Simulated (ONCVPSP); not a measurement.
# Pm: generating and testing an ONCV potential

Task: generate the file, and judge it by its errors in other configurations, its logarithmic derivatives, its ghosts and its cutoff.

Method: ONCVPSP 4.0.1, PBE, scalar-relativistic.

### Step 1. The design

The settings as typed:

| Item | Value |
| --- | --- |
| element | promethium (Pm, Z = 61) |
| type | optimised norm-conserving Vanderbilt (ONCV) |
| frozen core | [Kr] 4d10 |
| valence charge | 15 |
| reference configuration | 4f5 5s2 5p6 6s1.5 6p0.5 |
| partial waves | 5s+6s: rc 2.80 bohr, ncon 4, nbas 8, qcut 4.3 1/bohr, 2 projectors; 5p+6p: rc 3.20 bohr, ncon 4, nbas 8, qcut 4.8 1/bohr, 2 projectors; d scattering state at 0.12 Ha: rc 2.90 bohr, ncon 4, nbas 9, qcut 3.5 1/bohr, 2 projectors, debl 2.1 Ha; 4f: rc 1.20 bohr, ncon 4, nbas 8, qcut 12.9 1/bohr, 2 projectors, debl 2.9 Ha |
| local potential | polynomial inside 0.90 bohr (lpopt 5, dvloc0 0 Ha) |
| core correction | not asked for |

### Step 2. Generating the potential

Pm.dat

```
# ATOM AND REFERENCE CONFIGURATION
# atsym  z   nc   nv     iexc    psfile
  Pm 61.00    9    5        4      upf
#
#   n    l    f
    1    0    2.00
    2    0    2.00
    2    1    6.00
    3    0    2.00
    3    1    6.00
    3    2   10.00
    4    0    2.00
    4    1    6.00
    4    2   10.00
    4    3    5.00
    5    0    2.00
    5    1    6.00
    6    0    1.50
    6    1    0.50
#
# PSEUDOPOTENTIAL AND OPTIMIZATION
# lmax
    3
#
#   l,   rc,      ep,       ncon, nbas, qcut
    0    2.80    0.00    4    8    4.30
    1    3.20    0.00    4    8    4.80
    2    2.90    0.12    4    9    3.50
    3    1.20    0.00    4    8   12.90
#
# LOCAL POTENTIAL
# lloc, lpopt,  rc(5),   dvloc0
    4    5    0.90    0.00
#
# VANDERBILT-KLEINMAN-BYLANDER PROJECTORs
# l, nproj, debl
    0    2    2.70
    1    2    3.60
    2    2    2.10
    3    2    2.90
#
# MODEL CORE CHARGE
# icmod, fcfact, rcfact
    0    0.00    0.00
#
# LOG DERIVATIVE ANALYSIS
# epsh1, epsh2, depsh
   -3.00    5.00    0.02
#
# OUTPUT GRID
# rlmax, drl
    6.00    0.01
#
# TEST CONFIGURATIONS
# ncnf
    4
# nvcnf
#   n    l    f
    5
    4    3    5.00
    5    0    2.00
    5    1    6.00
    6    0    2.00
    6    1    0.00
#
    5
    4    3    5.00
    5    0    2.00
    5    1    6.00
    6    0    1.00
    6    1    0.00
#
    5
    4    3    5.00
    5    0    2.00
    5    1    6.00
    6    0    0.00
    6    1    0.00
#
    6
    4    3    4.00
    5    0    2.00
    5    1    6.00
    6    0    2.00
    6    1    0.00
    5    2    1.00
#
```

The run is started by

```sh
$ oncvpsp.x < Pm.dat > Pm.out
```

Before running it: what results should come out? Wanted: cutoffs for 1 and 0.1 mHa per electron, occupied waves; bound ghosts; GHOST(+) flags; largest phase difference near zero energy, channels read; projector energies reset by the program.

The runs gave:

| quantity | value |
| --- | --- |
| cutoffs for 1 and 0.1 mHa per electron, occupied waves | 76 Ha and 131 Ha |
| bound ghosts | s at -242.50 eV, p at -56.66 eV, d at -8.97 eV |
| GHOST(+) flags | none at low energy |
| largest phase difference near zero energy, channels read | 3.022 rad |
| projector energies reset by the program | d: 0.050, 2.150 Ha |

What this shows: A bound ghost (s, p, d) makes it unfit for use: electrons can fall into a state that the atom doesn't have. By its cutoff, 76 Ha for the looser tolerance, it is very hard. At the looser tolerance the 4f wave is the slowest; 5p needs 6 Ha. Near zero energy the largest phase difference among the channels read is 3.02 rad, in the d channel. A step near π is an extra or missing state, not a misfit of shape. The pseudo curves have poles with no partner nearby in the atom's: p at -2.08 Ha, d at -0.33 Ha.
